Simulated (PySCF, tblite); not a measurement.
# C3H7F3N2Si2: infrared bands and NMR shifts

What infrared bands and NMR shifts should C3H7F3N2Si2 (`C=C[Si@H]1N[Si@H](C(F)(F)F)N1`) show?

The runs use tblite 0.8.0 and PySCF 2.14.0, with density-fitted response routines of our own; the level of theory stands in each step. All values are computed, except where a source is named. Atoms are numbered from 0 throughout.

## (1) The molecule as given

17 atoms, charge 0, multiplicity 1; geometry from: GFN2-xTB.

Bonds of the start (Å): C0–C1 1.32, C1–Si2 1.87, Si2–N3 1.76, N3–Si4 1.72, Si4–C5 1.94, C5–F6 1.35, C5–F7 1.35, C5–F8 1.35, Si4–N9 1.72, N9–Si2 1.76, C0–H10 1.08, C0–H11 1.08, C1–H12 1.08, Si2–H13 1.46, N3–H14 1.00, Si4–H15 1.46, N9–H16 1.00.

## (2) Harmonic vibrations with GFN2-xTB

What the job is given:

```
{"job": {"kind": "ir", "xc": "GFN2-xTB", "basis": "xTB"}, "charge": 0, "multiplicity": 1}
C      3.609416     0.212456    -0.427977
C      2.350652     0.615778    -0.493688
Si     0.895976    -0.362587     0.165993
N     -0.272559     0.624552     1.030147
Si    -1.540891     0.474703    -0.126240
C     -3.060851    -0.515952     0.549740
F     -3.866626     0.247864     1.320457
F     -3.853525    -0.991137    -0.435692
F     -2.729958    -1.580500     1.303602
N     -0.428888    -0.531766    -0.975214
H      3.874850    -0.730385     0.020603
H      4.431296     0.796220    -0.813290
H      2.136841     1.573175    -0.954472
H      1.228874    -1.607156     0.847367
H     -0.212899     1.124004     1.896543
H     -2.070329     1.671600    -0.765347
H     -0.498377    -1.008841    -1.853519
```

**Question.** This job is followed by: GIAO PBE0/pcSseg-1 NMR shielding, non-relativistic, gas phase. Predict these results of the whole session: strongest single infrared mode (GFN2-xTB); zero-point energy (GFN2-xTB); 13C shifts against TMS (PBE0/pcSseg-1); 1H shifts against TMS (PBE0/pcSseg-1, means over atoms taken as alike); 29Si shifts against TMS (PBE0/pcSseg-1); 15N shifts against NH3 (PBE0/pcSseg-1, means over atoms taken as alike); 19F shifts against CFCl3 (PBE0/pcSseg-1, means over atoms taken as alike).

**Answer**, as computed:

| quantity | value |
| --- | --- |
| strongest single infrared mode (GFN2-xTB) | 1096 cm⁻¹, 509 km/mol |
| zero-point energy (GFN2-xTB) | 64.3 kcal/mol |
| 13C shifts against TMS (PBE0/pcSseg-1) | 148.8, 144.7, 136.2 ppm |
| 1H shifts against TMS (PBE0/pcSseg-1, means over atoms taken as alike) | 6.65, 6.54, 6.27, 5.85, 5.55, 0.40 ppm |
| 29Si shifts against TMS (PBE0/pcSseg-1) | -7.3, -28.6 ppm |
| 15N shifts against NH3 (PBE0/pcSseg-1, means over atoms taken as alike) | 28.4 ppm |
| 19F shifts against CFCl3 (PBE0/pcSseg-1, means over atoms taken as alike) | -86.9 ppm |

All 45 modes are real, so the xTB geometry is a minimum. The strongest single mode, at 1096 cm⁻¹, is carried by H14, H16, N3, N9. GFN2-xTB is a fitted tight-binding method: band positions and strengths are rough. Its intensities can rank the bands wrongly. The most deshielded carbon is C1 (alkene CH), at 148.8 ppm: as expected for a trigonal carbon in a double bond. H12 (hydrogen on an alkene CH) lies farthest downfield among hydrogen, at 6.65 ppm; attached to an sp2 carbon and in the plane of the double bond. At PBE0/pcSseg-1: Shielding is most anisotropic at C0 (span 257 ppm, paramagnetic term -209 ppm).
